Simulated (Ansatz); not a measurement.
The system is BPd4.

```
CELL_PARAMETERS angstrom
2.89203 0.00000 0.00000
0.00000 4.36501 0.00000
0.00000 0.00000 5.85632
ATOMIC_POSITIONS crystal
Pd 0.50000 0.00000 0.19758
Pd 0.00000 0.00000 0.61947
Pd 0.00000 0.50000 0.32916
Pd 0.50000 0.50000 0.86756
B 0.50000 0.00000 0.86323
```

The cell comes from a database or a generator and needn't be the stable form of this composition.

Base run:

- Program: Ansatz 0.2.0
- Functional: LDA
- Potentials or basis: Ansatz PAW
- Cutoff: 420 eV
- Density cutoff: 1680 eV
- k mesh: 7 × 5 × 4
- Occupations: fermi-dirac, width 0.05 eV
- Spin: no spin polarisation

Its results: band gap on the k mesh none (metal or under the smearing width); pressure -13.3 GPa; largest force 0.222 eV/Å.

Problem. After a change of settings the same cell gave: band gap on the k mesh none (metal or under the smearing width); pressure -8.5 GPa; largest force 0.192 eV/Å. Which change was it?
A. functional from LDA to BLYP; k mesh from 7 × 5 × 4 to 9 × 6 × 5
B. functional from LDA to PBEsol
C. functional from LDA to BLYP
D. functional from LDA to PBE

Solution. B.

PBEsol binds less tightly than LDA, so the same cell stands under more pressure.

Caveats: the PAW data sets come from PBE, with cores solved anew for the run's functional, which leaves a small shift of forces and pressure.

Not every run made on this cell is shown here.
